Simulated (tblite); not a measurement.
# C2H12O2SSi4: the cost of one run

Programs: tblite 0.8.0 and PySCF 2.14.0, with density-fitted response routines of our own. Each step states its level of theory. These are calculated values for one molecule in the gas phase, unless marked as measured. Atoms count from 0, in the outputs and in this text.

## (1) The molecule as given

21 atoms, charge 0, multiplicity 1; geometry from: force field or distance geometry start.

Bonds of the start (Å): C0–S1 1.80, S1–Si2 2.13, Si2–Si3 2.22, Si3–Si4 2.26, Si4–Si5 2.25, Si3–C6 1.82, C6–O7 1.27, C6–O8 1.41, C0–H9 1.10, C0–H10 1.12, C0–H11 1.12, Si2–H12 1.49, Si2–H13 1.46, Si3–H14 1.48, Si4–H15 1.45, Si4–H16 1.45, Si5–H17 1.47, Si5–H18 1.45, Si5–H19 1.46, O8–H20 1.03.

## (2) Geometry optimisation with GFN2-xTB

What the job is given:

```
{"job": {"kind": "relax", "xc": "GFN2-xTB", "basis": "xTB"}, "charge": 0, "multiplicity": 1}
C      4.387300    -0.503700     0.136200
S      2.821300    -1.300100     0.511400
Si     1.275300    -0.707300    -0.835100
Si    -0.064500     0.620300     0.329000
Si    -1.474800    -0.705200     1.498700
Si    -3.546500    -0.457400     0.644800
C     -0.973800     1.830800    -0.682200
O     -0.630400     3.055700    -0.749900
O     -2.092800     1.386100    -1.406700
H      4.405600     0.582800     0.314700
H      5.187500    -0.939500     0.781100
H      4.610900    -0.651600    -0.952400
H      0.500600    -1.936400    -1.145500
H      1.789300    -0.093100    -2.051700
H      0.760400     1.358900     1.307500
H     -1.059900    -2.088200     1.362700
H     -1.414800    -0.337600     2.899800
H     -3.510600    -1.101600    -0.676400
H     -4.531800    -1.017900     1.552000
H     -3.819600     0.966900     0.450300
H     -2.627700     2.055000    -1.979300
```

On the command line:

```
> OMP_NUM_THREADS=1 python probes_run.py task.json out
```

The driver reads the jobs from task.json and runs them one after another.

Q: Estimate the wall time and peak memory of this first job on 1 thread of Arm Neoverse N1, shared host.

About 6.4 s, with a peak of 0.18 GiB.
